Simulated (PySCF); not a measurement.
# C6H9F2N: circular dichroism and optical rotation, excited states, first hyperpolarisability

Aim: compute the circular dichroism and optical rotation, excited states, first hyperpolarisability of C6H9F2N (`C=C(F)/C(F)=C\N(C)C`).

Programs: PySCF 2.14.0, with routines of our own; each step states its level. All values are computed. Atoms count from 0.

## (1) The system as given

18 atoms, charge 0, multiplicity 1; geometry from: GFN2-xTB.

## (2) Geometry optimisation at PBE0-D3(BJ)/def2-SVP

The job: settings as JSON, then the geometry in Å.

```
{"job": {"xc": "PBE0", "basis": "def2-SVP", "d3": "d3bj", "grid": 2, "kind": "geom"}, "charge": 0, "multiplicity": 1}
C      3.282570     0.357347     0.049186
C      2.024852    -0.069746    -0.015646
F      1.666391    -0.878466    -1.050679
C      0.992692     0.164361     0.968078
F      1.530958     0.488442     2.194932
C     -0.357181     0.100888     0.965459
N     -1.246462     0.022135    -0.049207
C     -2.591639    -0.416812     0.215344
C     -0.879791     0.112758    -1.437077
H      4.001926     0.070155    -0.694344
H      3.599790     0.992736     0.852713
H     -0.812973     0.202259     1.943879
H     -2.734063    -1.461954    -0.081594
H     -2.815092    -0.326817     1.276081
H     -3.298054     0.198592    -0.346410
H     -1.721504     0.528512    -1.993361
H     -0.623233    -0.858963    -1.869132
H     -0.027946     0.780891    -1.546544
```

Command:

```console
OMP_NUM_THREADS=1 python excited_run.py task.json out
```

This one command runs all jobs of the session in turn.

Log:

```text
step   0  E = -487.54428398  max force = 0.019453
step   1  E = -487.54667218  max force = 0.004905
step   2  E = -487.54680203  max force = 0.002263
step   3  E = -487.54636867  max force = 0.002638
step   4  E = -487.54677939  max force = 0.001356
step   5  E = -487.54685268  max force = 0.001193
step   6  E = -487.54687236  max force = 0.001021
step   7  E = -487.54689384  max force = 0.000475
step   8  E = -487.54690519  max force = 0.000451
step   9  E = -487.54691478  max force = 0.000346
optimisation converged
```

Run time: 2.5 min. Hardware: 1 thread of Arm Neoverse V1, shared host; peak memory 0.87 GiB.

Relaxation path: (the energy doesn't fall at every step)

```csv
step,energy from step 0 (eV),largest force component (eV/Å)
0,0.0000,1.0003
1,-0.0650,0.2522
2,-0.0685,0.1164
3,-0.0567,0.1357
4,-0.0679,0.0697
5,-0.0699,0.0613
6,-0.0704,0.0525
7,-0.0710,0.0244
8,-0.0713,0.0232
9,-0.0716,0.0178
```

Close pairs (by a distance rule), those that changed most:

```csv
bond,before (Å),after (Å),change (Å)
C3–F4,1.378,1.354,-0.025
C1–F2,1.362,1.342,-0.019
C0–H9,1.074,1.090,+0.016
C0–H10,1.072,1.088,+0.016
C5–H11,1.084,1.097,+0.013
C7–H13,1.088,1.099,+0.012
C5–N6,1.352,1.363,+0.011
C7–H12,1.096,1.107,+0.011
```

The end geometry stands in the next job.

```csv
at the end point,value
point group (found at 0.08 Å tolerance),C1
"rotational constants (GHz, main isotopes)","2.649, 1.119, 0.837"
dipole moment (D),2.93
```

## (3) Circular dichroism and optical rotation: TDDFT CAM-B3LYP/aug-cc-pVDZ

The job: settings as JSON, then the geometry in Å.

```
{"job": {"kind": "ecd", "xc": "CAM-B3LYP", "basis": "aug-cc-pVDZ", "nstates": 12}, "charge": 0, "multiplicity": 1}
C      3.320724     0.238225     0.126386
C      2.020888    -0.056728     0.016390
F      1.593188    -0.804961    -1.012696
C      0.986675     0.292462     0.969803
F      1.504888     0.731001     2.140962
C     -0.367039     0.199685     0.935677
N     -1.252371     0.017026    -0.084207
C     -2.546104    -0.537537     0.211926
C     -0.925102     0.191620    -1.472830
H      4.032258    -0.150251    -0.602433
H      3.668853     0.849006     0.956993
H     -0.836688     0.353614     1.914740
H     -2.608147    -1.619134    -0.016102
H     -2.773346    -0.409601     1.280011
H     -3.327385    -0.024311    -0.373107
H     -1.810636     0.585700    -1.998045
H     -0.610516    -0.740359    -1.972991
H     -0.109328     0.920107    -1.573550
```

With the program's defaults for keys left out, this is: TDDFT CAM-B3LYP/aug-cc-pVDZ circular dichroism and optical rotation, one conformer, gas phase.

Log:

```text
coarse grid: 15336 points
cycle   1  E = -488.1767337141  dE =  1.480e+00  |g| = 6.320e-01  |ddm| = 1.696e+01
cycle   2  E = -488.1514878463  dE =  2.525e-02  |g| = 7.838e-01  |ddm| = 2.769e+00
cycle   3  E = -488.2563480645  dE = -1.049e-01  |g| = 5.890e-02  |ddm| = 1.460e+00
cycle   4  E = -488.2570781242  dE = -7.301e-04  |g| = 2.559e-02  |ddm| = 2.253e-01
cycle   5  E = -488.2572130710  dE = -1.349e-04  |g| = 1.013e-02  |ddm| = 1.094e-01
cycle   6  E = -488.2572312174  dE = -1.815e-05  |g| = 2.383e-03  |ddm| = 2.742e-02
cycle   7  E = -488.2572329378  dE = -1.720e-06  |g| = 6.473e-04  |ddm| = 8.803e-03
final grid: 149800 points
cycle   8  E = -488.2756461976  dE = -3.039e-05  |g| = 4.789e-03  |ddm| = 2.607e-01
cycle   9  E = -488.2756457291  dE =  4.684e-07  |g| = 5.486e-03  |ddm| = 3.666e-02
cycle  10  E = -488.2756512769  dE = -5.548e-06  |g| = 5.744e-04  |ddm| = 1.074e-02
cycle  11  E = -488.2756513396  dE = -6.273e-08  |g| = 1.460e-04  |ddm| = 2.047e-03
cycle  12  E = -488.2756513448  dE = -5.197e-09  |g| = 4.405e-05  |ddm| = 9.193e-04
cycle  13  E = -488.2756513453  dE = -4.991e-10  |g| = 2.240e-05  |ddm| = 1.913e-04
converged SCF energy = -488.2756513453

Singlet excitations and rotatory strengths (1e-40 esu^2 cm^2)
state   eV       nm     f(len)   f(vel)    R(len)    R(vel)   main configurations
  1   4.4844   276.5  0.53610  0.52204    59.452    58.881   H->L+1 0.87
  2   4.6176   268.5  0.03289  0.03127   -20.609   -20.166   H->L 0.74, H->L+1 0.09
  3   5.2600   235.7  0.02331  0.02281    12.135    12.023   H->L+2 0.82
  4   5.3563   231.5  0.00773  0.00885    -2.345    -2.179   H->L+3 0.80
  5   5.6411   219.8  0.00594  0.00626    -9.435   -10.340   H->L+4 0.67
  6   5.7242   216.6  0.02419  0.02358    18.273    17.673   H->L+5 0.54, H->L+4 0.14, H->L+6 0.08
  7   5.9210   209.4  0.01802  0.01608     8.986     8.472   H->L+6 0.56, H->L+5 0.13, H->L+8 0.10
  8   6.0384   205.3  0.01245  0.01239    -3.841    -3.779   H->L+7 0.81
  9   6.0705   204.2  0.00793  0.00769    11.463    11.303   H->L+8 0.40, H->L+10 0.26, H->L+5 0.14
 10   6.3175   196.3  0.00774  0.00700     4.182     3.967   H->L+8 0.26, H->L+6 0.20, H->L+9 0.14
 11   6.4761   191.4  0.02493  0.02389    17.299    16.842   H->L+9 0.36, H->L+11 0.16, H->L+12 0.12
 12   6.5154   190.3  0.01290  0.01290    16.272    16.199   H->L+11 0.48, H->L+9 0.15

Specific rotation (deg / (dm g/mL))
    nm     length   length(OI)   velocity    alpha(len)  alpha(vel)
  633.0     687.11     685.66     667.60      105.920    103.786
  589.3     827.91     826.19     804.70      107.198    105.033
  546.0    1019.42    1017.35     991.33      108.893    106.685
  436.0    2048.03    2044.38    1996.11      117.384    114.962
  405.0    2689.71    2685.37    2624.59      122.336    119.787
  365.0    4226.60    4221.47    4133.67      133.589    130.748
  355.0    4865.98    4860.85    4762.71      138.100    135.142
```

Wall time 2.8 min (1 thread of Arm Neoverse V1, shared host); peak memory 1.4 GiB.

Orbitals, density, ELF and potential are computed afterwards from the orbital file.

Frontier orbitals at CAM-B3LYP/aug-cc-pVDZ, with the share of their density that lies nearest to each atom:

```csv
orbital,energy (eV),lies on
HOMO,-6.67,N6 25 %; C3 24 %; C0 14 %
LUMO,0.17,"H12, H13, H14 about 18 % each; H15 13 %; H11, H16 about 8 % each"
```

ELF in a plane through or near 9 of the atoms.

Ten even steps from '0' (0.00) to '9' (1.00):
```
0000000000000000000000000000
0000000000000000000000000000
0000000000000000000000000000
0000000012330036200000000000
0000000036761099800320000000
0000000078571199905995000000
0000241058662399808996000000
0002899401414754217972000000
0002899812743827655476500000
0001699554974568386499920000
0000263395430026453699930000
0001588686410026840189800000
0002798531220052252012100000
0000475200220167577400000000
0000021000100047645400000000
0000000000000013201000000000
0000000000000000000000000000
0000000000000000000000000000
0000000000000000000000000000
0000000000000000000000000000
```
The map spans 13.0 Å across and 9.3 Å up, centred on the molecule. Atoms in the plane (x, y in Å): C0 (-3.3, -0.2), C3 (-1.1, 0.9), F4 (-1.8, 2.1), C5 (0.2, 1.0), N6 (1.2, 0.1), C8 (1.0, -1.3), H10 (-3.8, 0.7), H11 (0.6, 2.0), H14 (3.3, 0.0).

On the surface of density 0.002 e/bohr³ the electrostatic potential runs, from the 1st to the 99th percentile, from -0.93 V near F4 to 1.13 V near H13.

## (4) Excited states: TDA CAM-B3LYP/aug-cc-pVDZ

The job, as its differences from that of step 3:

```diff
@@ -1,2 +1,2 @@
-{"job": {"kind": "ecd", "xc": "CAM-B3LYP", "basis": "aug-cc-pVDZ", "nstates": 12}, "charge": 0, "multiplicity": 1}
+{"job": {"kind": "states", "xc": "CAM-B3LYP", "basis": "aug-cc-pVDZ", "tda": true, "soc": true, "nstates": 6, "ntriplets": 5, "nquad": 4}, "charge": 0, "multiplicity": 1}
 C      3.320724     0.238225     0.126386
```

Level: TDA CAM-B3LYP/aug-cc-pVDZ excited states, vertical, gas phase, spin-orbit mean-field couplings.

Log:

```text
coarse grid: 15336 points
cycle   1  E = -488.1767337141  dE =  1.480e+00  |g| = 6.320e-01  |ddm| = 1.696e+01
cycle   2  E = -488.1514878463  dE =  2.525e-02  |g| = 7.838e-01  |ddm| = 2.769e+00
cycle   3  E = -488.2563480645  dE = -1.049e-01  |g| = 5.890e-02  |ddm| = 1.460e+00
cycle   4  E = -488.2570781242  dE = -7.301e-04  |g| = 2.559e-02  |ddm| = 2.253e-01
cycle   5  E = -488.2572130710  dE = -1.349e-04  |g| = 1.013e-02  |ddm| = 1.094e-01
cycle   6  E = -488.2572312174  dE = -1.815e-05  |g| = 2.383e-03  |ddm| = 2.742e-02
cycle   7  E = -488.2572329378  dE = -1.720e-06  |g| = 6.473e-04  |ddm| = 8.803e-03
final grid: 149800 points
cycle   8  E = -488.2756461976  dE = -3.039e-05  |g| = 4.789e-03  |ddm| = 2.607e-01
cycle   9  E = -488.2756457291  dE =  4.684e-07  |g| = 5.486e-03  |ddm| = 3.666e-02
cycle  10  E = -488.2756512769  dE = -5.548e-06  |g| = 5.744e-04  |ddm| = 1.074e-02
cycle  11  E = -488.2756513396  dE = -6.273e-08  |g| = 1.460e-04  |ddm| = 2.047e-03
cycle  12  E = -488.2756513448  dE = -5.197e-09  |g| = 4.405e-05  |ddm| = 9.193e-04
cycle  13  E = -488.2756513453  dE = -4.991e-10  |g| = 2.240e-05  |ddm| = 1.913e-04
converged SCF energy = -488.2756513453

Singlet excitations
state   eV       nm        f     d(h-e)  d(exc)  Lambda  PR(NTO)  |dmu|/D   mu/D   main configurations
  1   4.6157   268.6   0.02482   1.644   4.627   0.263   1.017    6.947    4.316   H->L 0.82
  2   4.7395   261.6   0.68213   0.943   3.672   0.679   1.076    3.036    5.562   H->L+1 0.93
  3   5.2677   235.4   0.04051   0.390   5.081   0.243   1.041    1.711    4.384   H->L+2 0.83
  4   5.3589   231.4   0.00990   1.450   5.208   0.219   1.029    6.418    4.052   H->L+3 0.81
  5   5.6586   219.1   0.01040   1.590   5.217   0.313   1.044                     H->L+4 0.58, H->L+5 0.11
  6   5.7492   215.7   0.05511   1.276   5.125   0.265   1.040                     H->L+5 0.50, H->L+4 0.24

Triplet excitations (Tamm-Dancoff)
state   eV     d(h-e)  d(exc)  Lambda  PR(NTO)   main configurations
  1   2.6839   0.212   2.929   0.632   1.062   H->L+1 0.79
  2   4.5802   0.244   2.458   0.574   1.640   H-1->L+1 0.54
  3   4.5829   1.571   4.548   0.278   1.053   H->L 0.77
  4   5.2087   0.819   4.871   0.253   1.049   H->L+2 0.68
  5   5.3436   1.493   5.116   0.222   1.034   H->L+3 0.74
S1 - T1 = 1.9318 eV

Spin-orbit couplings |<S|Hso|T>| (cm-1)
             T1       T2       T3       T4       T5
S0        2.506    1.275    3.230    2.948    1.396
S1        1.247    0.772    0.063    0.534    0.330
S2        1.302    1.947    0.894    2.046    1.641
S3        2.462    0.213    0.257    0.346    0.593
S4        2.071    0.804    0.208    0.415    0.112
S5        1.336    1.174    0.538    1.493    1.039
S6        0.914    1.048    0.576    1.120    1.039
T1 sublevels (cm-1): 0.000 0.000 0.001   radiative rates (1/s): 0.0354 0.0132 0.516
```

Run time: 93 s. Hardware: 1 thread of Arm Neoverse V1, shared host; peak memory 1.2 GiB.

In short:

```csv
quantity,value
S1 less T1,1.93 eV
```

## (5) Excited states: TDDFT CAM-B3LYP/aug-cc-pVDZ

The job, as its differences from that of step 4:

```diff
@@ -1,2 +1,2 @@
-{"job": {"kind": "states", "xc": "CAM-B3LYP", "basis": "aug-cc-pVDZ", "tda": true, "soc": true, "nstates": 6, "ntriplets": 5, "nquad": 4}, "charge": 0, "multiplicity": 1}
+{"job": {"kind": "states", "xc": "CAM-B3LYP", "basis": "aug-cc-pVDZ", "tpa": true, "nstates": 8, "nquad": 6, "ntriplets": 0}, "charge": 0, "multiplicity": 1}
 C      3.320724     0.238225     0.126386
```

With the program's defaults for keys left out, this is: TDDFT CAM-B3LYP/aug-cc-pVDZ excited states, vertical, gas phase, two-photon moments by quadratic response.

Log:

```text
coarse grid: 15336 points
cycle   1  E = -488.1767337141  dE =  1.480e+00  |g| = 6.320e-01  |ddm| = 1.696e+01
cycle   2  E = -488.1514878463  dE =  2.525e-02  |g| = 7.838e-01  |ddm| = 2.769e+00
cycle   3  E = -488.2563480645  dE = -1.049e-01  |g| = 5.890e-02  |ddm| = 1.460e+00
cycle   4  E = -488.2570781242  dE = -7.301e-04  |g| = 2.559e-02  |ddm| = 2.253e-01
cycle   5  E = -488.2572130710  dE = -1.349e-04  |g| = 1.013e-02  |ddm| = 1.094e-01
cycle   6  E = -488.2572312174  dE = -1.815e-05  |g| = 2.383e-03  |ddm| = 2.742e-02
cycle   7  E = -488.2572329378  dE = -1.720e-06  |g| = 6.473e-04  |ddm| = 8.803e-03
final grid: 149800 points
cycle   8  E = -488.2756461976  dE = -3.039e-05  |g| = 4.789e-03  |ddm| = 2.607e-01
cycle   9  E = -488.2756457291  dE =  4.684e-07  |g| = 5.486e-03  |ddm| = 3.666e-02
cycle  10  E = -488.2756512769  dE = -5.548e-06  |g| = 5.744e-04  |ddm| = 1.074e-02
cycle  11  E = -488.2756513396  dE = -6.273e-08  |g| = 1.460e-04  |ddm| = 2.047e-03
cycle  12  E = -488.2756513448  dE = -5.197e-09  |g| = 4.405e-05  |ddm| = 9.193e-04
cycle  13  E = -488.2756513453  dE = -4.991e-10  |g| = 2.240e-05  |ddm| = 1.913e-04
converged SCF energy = -488.2756513453

Singlet excitations
state   eV       nm        f     d(h-e)  d(exc)  Lambda  PR(NTO)  |dmu|/D   mu/D   delta(TPA)   sigma/GM   main configurations
  1   4.4846   276.5   0.53618   0.843   3.516   0.637   1.110    2.472    5.236      475.55      3.504   H->L+1 0.87
  2   4.6177   268.5   0.03293   1.592   4.643   0.297   1.019    6.739    4.104      322.06      2.516   H->L 0.74, H->L+1 0.09
  3   5.2601   235.7   0.02331   0.458   5.090   0.242   1.040    2.026    4.560      141.41      1.433   H->L+2 0.82
  4   5.3564   231.5   0.00773   1.461   5.204   0.218   1.028    6.458    4.100      158.58      1.667   H->L+3 0.80
  5   5.6412   219.8   0.00596   1.666   5.220   0.327   1.039    7.213    4.649     1480.63     17.262   H->L+4 0.67
  6   5.7243   216.6   0.02420   1.357   5.144   0.255   1.037    5.704    2.895      958.08     11.501   H->L+5 0.54, H->L+4 0.14, H->L+6 0.08
  7   5.9210   209.4   0.01802   0.763   5.300   0.219   1.056                                            H->L+6 0.56, H->L+5 0.13, H->L+8 0.10
  8   6.0385   205.3   0.01244   1.226   5.193   0.237   1.042                                            H->L+7 0.81
```

Run time: 1.8 min. Hardware: 1 thread of Arm Neoverse V1, shared host; peak memory 1.2 GiB.

## (6) First hyperpolarisability: quadratic response CAM-B3LYP/aug-cc-pVDZ

The job, as its differences from that of step 5:

```diff
@@ -1,2 +1,2 @@
-{"job": {"kind": "states", "xc": "CAM-B3LYP", "basis": "aug-cc-pVDZ", "tpa": true, "nstates": 8, "nquad": 6, "ntriplets": 0}, "charge": 0, "multiplicity": 1}
+{"job": {"kind": "beta", "xc": "CAM-B3LYP", "basis": "aug-cc-pVDZ"}, "charge": 0, "multiplicity": 1}
 C      3.320724     0.238225     0.126386
```

With the program's defaults for keys left out, this is: quadratic response CAM-B3LYP/aug-cc-pVDZ first hyperpolarisability, Taylor convention, gas phase.

Log:

```text
coarse grid: 15336 points
cycle   1  E = -488.1767337141  dE =  1.480e+00  |g| = 6.320e-01  |ddm| = 1.696e+01
cycle   2  E = -488.1514878463  dE =  2.525e-02  |g| = 7.838e-01  |ddm| = 2.769e+00
cycle   3  E = -488.2563480645  dE = -1.049e-01  |g| = 5.890e-02  |ddm| = 1.460e+00
cycle   4  E = -488.2570781242  dE = -7.301e-04  |g| = 2.559e-02  |ddm| = 2.253e-01
cycle   5  E = -488.2572130710  dE = -1.349e-04  |g| = 1.013e-02  |ddm| = 1.094e-01
cycle   6  E = -488.2572312174  dE = -1.815e-05  |g| = 2.383e-03  |ddm| = 2.742e-02
cycle   7  E = -488.2572329378  dE = -1.720e-06  |g| = 6.473e-04  |ddm| = 8.803e-03
final grid: 149800 points
cycle   8  E = -488.2756461976  dE = -3.039e-05  |g| = 4.789e-03  |ddm| = 2.607e-01
cycle   9  E = -488.2756457291  dE =  4.684e-07  |g| = 5.486e-03  |ddm| = 3.666e-02
cycle  10  E = -488.2756512769  dE = -5.548e-06  |g| = 5.744e-04  |ddm| = 1.074e-02
cycle  11  E = -488.2756513396  dE = -6.273e-08  |g| = 1.460e-04  |ddm| = 2.047e-03
cycle  12  E = -488.2756513448  dE = -5.197e-09  |g| = 4.405e-05  |ddm| = 9.193e-04
cycle  13  E = -488.2756513453  dE = -4.991e-10  |g| = 2.240e-05  |ddm| = 1.913e-04
converged SCF energy = -488.2756513453

Lowest singlets (eV, f): 4.4846 0.5362  4.6177 0.0329  5.2601 0.0233

First hyperpolarisability (au)
process     nm      |vector|   parallel      HRS      DR
static         -      605.28     334.38     258.76   4.521
shg       1907.0      696.33     386.32     298.44   4.487
eope      1907.0      633.63     350.55          -       -
shg       1064.0      983.94     550.76     424.23   4.417
eope      1064.0      703.46     390.39          -       -
```

It took 87 s on 1 thread of Arm Neoverse V1, shared host; peak memory 1.2 GiB.

## (7) What came out

```
                                                                                         quantity                                                          value
                                                                                      point group                                                             C1
                                                             rotational constants (main isotopes)                                           2.65, 1.12, 0.84 GHz
state of largest rotatory strength (velocity form) among 12 (step 3, TDDFT CAM-B3LYP/aug-cc-pVDZ)  4.48 eV, R = +58.9 (velocity), +59.5 (length) ·10⁻⁴⁰ esu² cm²
                              specific rotation at 633.0 nm (step 3, TDDFT CAM-B3LYP/aug-cc-pVDZ)                               667.6 (velocity), 687.1 (length)
                                                            surface potential, 1st and 99th percentile                                             -0.93 V and 1.13 V
                                                   S1 less T1 (step 4, TDA CAM-B3LYP/aug-cc-pVDZ)                                                        1.93 eV
                                      β vector (step 6, quadratic response CAM-B3LYP/aug-cc-pVDZ)            static 605, SHG 1907.0 nm 696, SHG 1064.0 nm 984 au
```

In words: Over 9 steps the energy fell by 0.072 eV; of the close pairs, C3–F4 changed most, 1.378 to 1.354 Å. No frequency check was run at this level, so the end point may be a saddle. Rotations belong to one conformer and to the handedness of the start; where its mirror image forms freely, a sample shows none. In step 4, the number of triplets below S1 is 3, and the largest singlet-triplet spin-orbit coupling is S0–T3, 3.23 cm⁻¹. β grows from 605 au (static) to 984 au for doubling at 1064.0 nm: normal dispersion, which grows as twice the photon energy moves toward the bright states.
